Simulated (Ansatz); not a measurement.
Ge₃Pd, space group Pm-3m, a convergence test of the plane-wave cutoff

Program: Ansatz 0.2.0, Python API.

The cells in order, each with its output:

**Cell 1**
```python
import ansatz
import matplotlib.pyplot as plt
```

**Cell 2**
```python
lattice = ansatz.Lattice.of(
    (4.14202, 0.0, 0.0),
    (0.0, 4.14202, 0.0),
    (0.0, 0.0, 4.14202),
)
sites = [
    ("Ge", (0.0, 0.5, 0.5)),
    ("Ge", (0.5, 0.0, 0.5)),
    ("Ge", (0.5, 0.5, 0.0)),
    ("Pd", (0.0, 0.0, 0.0)),
]
ge3pd = ansatz.Crystal(lattice=lattice)
for symbol, position in sites:
    ge3pd = ge3pd.atom(symbol, position)
```

**Cell 3**
```python
model = (
    ge3pd.calculation()
    .functional("pbe")
    .kpoints(mesh=(6, 6, 6))
    .occupations("fermi_dirac")
    .forces()
    .stress()
)
```

**Cell 4**
```python
rows = []
for value in [250, 300, 350, 400]:
    data = model.basis(value).run(threads=1, backend="cpu").report
    rows.append((value, data["free_energy_ev"] / len(data["lattice"]["sites"]), data["n_iterations"], sum(data["stress_gpa"][i][i] for i in range(3)) / 3, max(abs(f) for row in data["forces_ev_ang"] for f in row), data["n_pw"]))
```
Output:
```text
DeckWarning: basis.ecutwfc = 250 eV is below the records' recommended 420 eV, and the density's cutoff is lower with it unless basis.ecutrho_ratio is high enough to keep the records' density cutoff: compare with a run at a higher cutoff
DeckWarning: basis.ecutwfc = 300 eV is below the records' recommended 420 eV, and the density's cutoff is lower with it unless basis.ecutrho_ratio is high enough to keep the records' density cutoff: compare with a run at a higher cutoff
DeckWarning: basis.ecutwfc = 350 eV is below the records' recommended 420 eV, and the density's cutoff is lower with it unless basis.ecutrho_ratio is high enough to keep the records' density cutoff: compare with a run at a higher cutoff
DeckWarning: basis.ecutwfc = 400 eV is below the records' recommended 420 eV, and the density's cutoff is lower with it unless basis.ecutrho_ratio is high enough to keep the records' density cutoff: compare with a run at a higher cutoff
```

**Cell 5**
```python
print(" cutoff (eV)   F/atom (eV)    iterations       P (GPa)  max component (eV/A)   plane waves")
for row in rows:
    print(f"{str(row[0]):>12s}  {row[1]:12.5f}  {row[2]:12d}  {row[3]:12.3f}  {row[4]:20.4f}  {row[5]:12d}")
```
Output:
```text
 cutoff (eV)   F/atom (eV)    iterations       P (GPa)  max component (eV/A)   plane waves
         250   -4963.03596             8         1.440                0.0000           619
         300   -4964.24156             7         0.404                0.0000           847
         350   -4964.37343             7         0.268                0.0000          1021
         400   -4964.38125             7         0.328                0.0000          1309
```

**Cell 6**
```python
# the last row is the reference
for row in rows[:-1]:
    shift = 1000 * (row[1] - rows[-1][1])
    print(f"{row[0]}: {shift:+.2f} meV/atom" + ("  (within 5 meV)" if abs(shift) < 5 else ""))
plt.figure(figsize=(4.5, 3))
plt.plot([str(row[0]) for row in rows], [1000 * (row[1] - rows[-1][1]) for row in rows], "o-")
plt.xlabel("cutoff (eV)")
plt.ylabel("F - F(last) (meV/atom)")
plt.tight_layout()
plt.savefig("ecut.png", dpi=100)
```
Output:
```text
250: +1345.29 meV/atom
300: +139.69 meV/atom
350: +7.82 meV/atom
```

What to keep in mind:
- For a metal this k-point mesh is coarse: on a finer one energies can move by several to tens of meV an atom and pressures by half a GPa or more, differences at one mesh by less.
- Forces vanish by symmetry here and test nothing.
- Pressure is positive in compression.
- This cell is a computed structure, which may not be the phase found in nature.
- Warnings are shown shortened and without file and line.
- Shifts are counted from the last row, which is itself no proven limit.
- Finished in 9.4 s on 1 thread of Arm Neoverse V1 (shared host), peak memory 0.43 GiB.

(Lines on the test bed's own set-up are left out of the output.)
